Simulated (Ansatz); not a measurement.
# ZrH+ (quintet): wave-function methods side by side, def2-QZVPP

The task here is to estimate one member of a computed series from the others.

Method: def2-QZVPP, core rule «outside noble gas», up to 4 orbitals frozen; program: Ansatz 0.2.0, Gaussian basis.

Plan: UHF; ROHF; CCSD(T) on UHF.

## The system

The geometry is a PBE0/def2-TZVP stationary point (not a proven minimum) of the parent state, kept for this charge and spin. No spin-orbit coupling is included. Elements past krypton take def2 core potentials.

2 atoms, charge 1, spin multiplicity 5.

Atoms are counted from 1 here; the program's logs count them from 0.

Bond lengths: Zr1–H2 1.859 Å.

The first run:

in.yaml reads:

```yaml
crystal:
  periodic: [false, false, false]
  atoms:
    - {symbol: Zr, position_ang: [0.000000, 0.000000, 0.000000]}
    - {symbol: H, position_ang: [0.000000, 0.000000, 1.858985]}
basis:
  gaussian: {orbitals: "def2-QZVPP.json"}
total_charge: 1
magnetization: {spin_polarized: true, initial_magnetization: 4}
hamiltonian: {xc: hf}
output: {orbitals: {seedname: orbitals}}
```

On the command line:

```
ansatz run in.yaml --threads 1 --pin off --events-out ev --progress --plain --max-ram 3968MiB --backend cpu
```

Steps of the session up to this table: UHF; ROHF; CCSD(T) on UHF.

One of the session's tables, all rows but one given; the rest of the session is left out.

```
  method  from UCCSD(T) (meV)
    ROHF               +888.5
     UHF               +745.5
    UMP2                    ?
   UCCSD                +11.5
UCCSD(T)                    0
```

Q: Estimate the row for UMP2 from the others.

**Answer.** from UCCSD(T) (meV): +191.0. In the column «from UCCSD(T) (meV)» it lies between UCCSD (+11.5) and UHF (+745.5).
